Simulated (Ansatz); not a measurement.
# AlSi8O16: the cost of one run

Method: DFT PBE+D3(BJ), plane waves, PAW, scalar-relativistic, collinear spin, in Ansatz 0.2.0.

**1. The starting structure**

The cell holds 25 atoms (AlO16Si8): a = 7.000 Å, b = 7.000 Å, c = 6.876 Å, α = 90.00°, β = 90.00°, γ = 90.00°.

Structure file:

```xyz
25
Lattice="-4.9501 -4.9501 0.0000 4.9501 -4.9501 0.0000 0.0000 0.0000 6.8760" Properties=species:S:1:pos:R:3 pbc="T T T"
Si    1.4984   -3.4517    0.0000
Si    0.9767   -0.9767    1.7190
Si   -1.4984   -6.4485    3.4380
Si    3.9734   -3.9734    5.1570
O     1.1821   -4.4125    1.2494
O    -3.0126   -6.2431    2.9684
O    -1.1821   -5.4877    4.6874
O     3.0126   -3.6571    6.4064
O    -1.2930   -7.9627    3.9076
O    -0.5376   -6.1322    2.1886
O     1.2930   -1.9375    0.4696
O     0.5376   -3.7680    5.6266
Si   -3.4517   -3.4517    0.0000
Si    0.9767   -5.9268    1.7190
Si   -1.4984   -1.4984    3.4380
Si   -0.9767   -3.9734    5.1570
O    -3.7680   -4.4125    1.2494
O     1.9375   -6.2431    2.9684
O     3.7680   -5.4877    4.6874
O    -1.9375   -3.6571    6.4064
O    -1.2930   -3.0126    3.9076
O    -0.5376   -1.1821    2.1886
O     1.2930   -6.8876    0.4696
O     0.5376   -8.7181    5.6266
Al   -3.4654   -5.9257    5.2252
```

**2. End point A**

File input.yaml:

```yaml
crystal:
  lattice:
    - [-4.9501, -4.9501, 0.0]
    - [4.9501, -4.9501, 0.0]
    - [0.0, 0.0, 6.876]
  atoms:
    - { symbol: Si, position: [0.1973, 0.5, 0.0] }
    - { symbol: Si, position: [0.0, 0.1973, 0.25] }
    - { symbol: Si, position: [0.8027, 0.5, 0.5] }
    - { symbol: Si, position: [0.0, 0.8027, 0.75] }
    - { symbol: O, position: [0.3263, 0.5651, 0.1817] }
    - { symbol: O, position: [0.9349, 0.3263, 0.4317] }
    - { symbol: O, position: [0.6737, 0.4349, 0.6817] }
    - { symbol: O, position: [0.0651, 0.6737, 0.9317] }
    - { symbol: O, position: [0.9349, 0.6737, 0.5683] }
    - { symbol: O, position: [0.6737, 0.5651, 0.3183] }
    - { symbol: O, position: [0.0651, 0.3263, 0.0683] }
    - { symbol: O, position: [0.3263, 0.4349, 0.8183] }
    - { symbol: Si, position: [0.6973, 0.0, 0.0] }
    - { symbol: Si, position: [0.5, 0.6973, 0.25] }
    - { symbol: Si, position: [0.3027, 0.0, 0.5] }
    - { symbol: Si, position: [0.5, 0.3027, 0.75] }
    - { symbol: O, position: [0.8263, 0.0651, 0.1817] }
    - { symbol: O, position: [0.4349, 0.8263, 0.4317] }
    - { symbol: O, position: [0.1737, 0.9349, 0.6817] }
    - { symbol: O, position: [0.5651, 0.1737, 0.9317] }
    - { symbol: O, position: [0.4349, 0.1737, 0.5683] }
    - { symbol: O, position: [0.1737, 0.0651, 0.3183] }
    - { symbol: O, position: [0.5651, 0.8263, 0.0683] }
    - { symbol: O, position: [0.8263, 0.9349, 0.8183] }
    - { symbol: Al, position: [0.9485767, 0.248515, 0.7599154], spin: 1.0 }
magnetization:
  spin_polarized: true
basis:
  ecutwfc: 420.0
kpoints:
  mp_grid: { grid: [2, 2, 2] }
hamiltonian:
  xc: pbe
  dispersion: d3bj
  pseudopotentials: { kind: paw, azcp: { folder: soft_1 } }
scf:
  occupations: { method: gaussian, width: 0.05 }
  lower_state_search: "off"
relax:
  f_tol: 0.03
  max_steps: 60
  adjacent_minimum: "off"
output:
  write_density: true
  write_potential: true
  elf: true
  volumetric_format: npy
```

Run with:

```
$ ansatz run input.yaml --threads 4 --pin off --max-ram 10240MiB --backend cpu --events-out ev --progress --plain --runs-dir out
```

Q: Estimate wall time and peak memory on 4 threads of Intel Xeon at 2.60GHz (Ice Lake), shared host.

About 1.9 min, with a peak of 1.1 GiB.
